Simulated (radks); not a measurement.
# Rb⁴⁺ in [Ar] 3d10 4s2 4p3: an all-electron calculation

Aim: the levels, the sizes of the orbitals and the parts of the energy of the rubidium ion Rb4+.

Program: radks (a radial shooting solver on a logarithmic mesh, Libxc functionals) version 1. Level of theory: scalar-relativistic Kohn-Sham, PBE, spin-polarised, spherical densities, finite nucleus; open shells are filled with parallel spins first. These are calculated values, not measurements, unless marked.

### Step 1. The atom as given

- element: rubidium (Z = 37)
- charge: +4
- electrons: 33
- configuration: [Ar] 3d10 4s2 4p3
- nuclear rms radius: 4.2036 fm

The outer shells:

Rb⁴⁺
```
[Ar] core
3d [↑↓][↑↓][↑↓][↑↓][↑↓]
4s [↑↓]
4p [↑ ][↑ ][↑ ]
```

### Step 2. Self-consistent calculation

Input:

```text
Z 37
configuration [Ar] 3d10 4s2 4p3 5s0 4d0
relativity scalar-relativistic
functional pbe,pbe
spin polarised
nucleus finite rms 4.2036 fm
c 137.035999084
```

What does the calculation give?

As calculated:

| quantity | value |
| --- | --- |
| total energy | -2976.66635 hartree |
| exchange-correlation share of it | 3.33 % |
| −T/E | 1.0242 |
| highest occupied level | 4p up, -62.100 eV |
| most extended occupied level | 4p up, <r> = 1.51 bohr |
| radius at density 0.001 e/bohr³ | 3.02 bohr |
| maxima of the radial density | 3 |
| ionisation energy, NIST | 68.4 (theory) eV |

The radial density shows 3 maxima for 4 occupied principal shells; where shells overlap, one shows as a shoulder or not at all. −T/E is 1.024: with relativity the kinetic term as defined here no longer equals −E. Minus the highest eigenvalue, 62.100 eV, is 91 % of the tabulated ionisation energy (68.4 eV). Open shells are spherical and high-spin; term and fine-structure splittings are not resolved.
